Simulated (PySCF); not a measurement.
# CaN: bond curves at several levels of theory

An exercise on one series of results from a longer session: the logs are not shown, and one member is left open.

Method: Ca x2c-TZVPPall, N x2c-TZVPPall, spin-free X2C with a Gaussian nucleus; program: PySCF 2.14.0.

The first run:

Settings of the job:

```
atoms                         : Ca, N
charge                        : 0
basis                         : Ca x2c-TZVPPall, N x2c-TZVPPall
Hamiltonian                   : spin-free X2C with a Gaussian nucleus
basis functions               : 67
electrons treated             : 27
masses in u                   : 39.9626, 14.0031
levels                        : PBE0, PBE, r²SCAN, BP86, BHandHLYP, M06-2X, BLYP, ωB97M-V, HF, MP2, SCS-MP2, CCSD, CCSD(T)
grid                          : 80 radial by 434 angular points
occupations                   : held fixed by the projection of orbital angular momentum
dissociation limit            : Ca + N, each in its ground configuration
starting distance in angstrom : 2.245
values of 2S to try           : 1, 3
```

The run is started by

```sh
> OMP_NUM_THREADS=1 python dia.py task.json out
```

Among the steps run: Set-up; PBE0 along the bond; Excited determinants; PBE (GGA); r²SCAN (meta-GGA); BP86 (GGA); BHandHLYP; M06-2X (hybrid meta-GGA); BLYP (GGA); ωB97M-V (range-separated hybrid); UHF; MP2 and coupled cluster.

One of the session's tables, all rows but one given; the rest of the session is left out.

Differences from CCSD(T) in the same basis:

```
    level  Re (mÅ)  ωe (%)
      UHF       -5    +7.7
 UHF-CCSD       -5    +2.8
      PBE        ?       ?
     BLYP      -34    +0.7
     BP86      -60    +5.6
   r²SCAN      -68    +9.6
     PBE0      -65    +8.9
BHandHLYP      -47    +8.2
   M06-2X       -4    -0.1
  ωB97M-V      -42    +4.1
```

Estimate the missing values for PBE.

**Answer.** Re (mÅ): -59; ωe (%): +4.9. In the column «Re (mÅ)» it lies between BP86 (-60) and BHandHLYP (-47).
